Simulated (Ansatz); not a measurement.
Write a Python script for the Python package of Ansatz (0.2.0) that makes a charge-density difference against the sublattices of SnO2, space group Pnnm. Use (first run): LDA, PAW, cutoff 460 eV, 4×4×6 k-points, cold smearing of 0.01 eV.

```
CELL_PARAMETERS angstrom
4.78800 0.00000 0.00000
0.00000 4.86658 0.00000
0.00000 0.00000 3.24090
ATOMIC_POSITIONS crystal
Sn 0.50000 0.50000 0.50000
Sn 0.00000 0.00000 0.00000
O 0.29185 0.32104 0.00000
O 0.79185 0.17896 0.50000
O 0.20814 0.82104 0.50000
O 0.70815 0.67896 0.00000
```

Script `run_drho.py`:
```python
"""Density of SnO2 less that of its sublattices."""

from dataclasses import dataclass

import ansatz
import numpy as np


@dataclass
class RunConfig:
    max_scf: int = 200
    filling: str = "Marzari-Vanderbilt"
    width_ev: float = 0.01
    ecut: int = 460
    mesh: tuple[int, ...] = (4, 4, 6)


settings = RunConfig()

VECTORS = np.array([
    [4.788004, 0.0, 0.0],
    [0.0, 4.866582, 0.0],
    [0.0, 0.0, 3.240898],
])
SITES = [
    ("Sn", (0.5, 0.5, 0.5)),
    ("Sn", (0.0, 0.0, 0.0)),
    ("O", (0.291855, 0.321042, 0.0)),
    ("O", (0.791855, 0.178958, 0.5)),
    ("O", (0.208145, 0.821042, 0.5)),
    ("O", (0.708145, 0.678958, 0.0)),
]


def build(cell):
    crystal = ansatz.Crystal(lattice=ansatz.Lattice.of(cell))
    for symbol, position in SITES:
        crystal = crystal.atom(symbol, position)
    return crystal

# one cutoff and one grid for all runs, so that the fields can be subtracted
def solve(crystal):
    return (
        crystal.calculation()
        .scf(max_iterations=settings.max_scf, self_checks="high")
        .occupations(settings.filling, width=settings.width_ev)
        .functional(ansatz.Functional.LDA)
        .basis(settings.ecut, grid_basis="typed")
        .kpoints(*settings.mesh)
        .density()
        .run(threads=1)
    )


whole = solve(build(VECTORS))
difference = whole.density().channels[0].density_e_per_ang3.copy()
binding = whole.report["free_energy_ev"]
for element in ["Sn", "O"]:
    part = ansatz.Crystal(lattice=ansatz.Lattice.of(VECTORS))
    for symbol, position in SITES:
        if symbol == element:
            part = part.atom(symbol, position)
    alone = solve(part)
    difference -= alone.density().channels[0].density_e_per_ang3
    binding -= alone.report["free_energy_ev"]
    print(f"{element} sublattice: {alone.report['n_electrons']:g} electrons, {alone.report['n_iterations']} iterations")

voxel = abs(np.linalg.det(VECTORS)) / difference.size
print(f"energy of the crystal less its unpolarised sublattices: {binding / len(SITES):.4f} eV/atom")
print(f"net charge of the difference {difference.sum() * voxel:.5f} e, charge rearranged {0.5 * np.abs(difference).sum() * voxel:.3f} e")
print(f"extremes {difference.min():.4f} and {difference.max():.4f} e/A^3")
for (symbol, position) in SITES:
    index = tuple(int(round(p * n)) % n for p, n in zip(position, difference.shape))
    print(f"  change of the pseudo-density at the grid point nearest {symbol}: {difference[index]:+.4f} e/A^3")
profile = difference.mean(axis=(0, 1))
print("planar mean along the third vector:", np.round(profile[:: max(len(profile) // 12, 1)], 4))
```

```console
$ python run_drho.py
Sn sublattice: 28 electrons, 6 iterations
O sublattice: 24 electrons, 8 iterations
energy of the crystal less its unpolarised sublattices: -4.7517 eV/atom
net charge of the difference 0.00000 e, charge rearranged 2.044 e
extremes -0.1556 and 0.4693 e/A^3
  change of the pseudo-density at the grid point nearest Sn: +0.4693 e/A^3
  change of the pseudo-density at the grid point nearest Sn: +0.4693 e/A^3
  change of the pseudo-density at the grid point nearest O: +0.0594 e/A^3
  change of the pseudo-density at the grid point nearest O: +0.0594 e/A^3
  change of the pseudo-density at the grid point nearest O: +0.0594 e/A^3
  change of the pseudo-density at the grid point nearest O: +0.0594 e/A^3
planar mean along the third vector: [ 0.024   0.0049 -0.0097 -0.0145 -0.0097  0.0049  0.024   0.0049 -0.0097
 -0.0145 -0.0097  0.0049]
```

What to keep in mind:
- These settings explore the input space; cutoff and mesh may be short of convergence.
- The fields are valence quantities on the plane-wave grid; their values near the nuclei depend on the potentials.
- The structure comes from a database of computed cells and needn't be a stable or known phase.
- Charge moved counts every rearrangement, bonding and polarisation too, and is no transfer between atoms; the bare sublattices are artificial references. Values near the nuclei depend on the potentials.
- Run time: 12 s on 1 thread of Arm Neoverse V2 (shared host), peak memory 0.42 GiB.
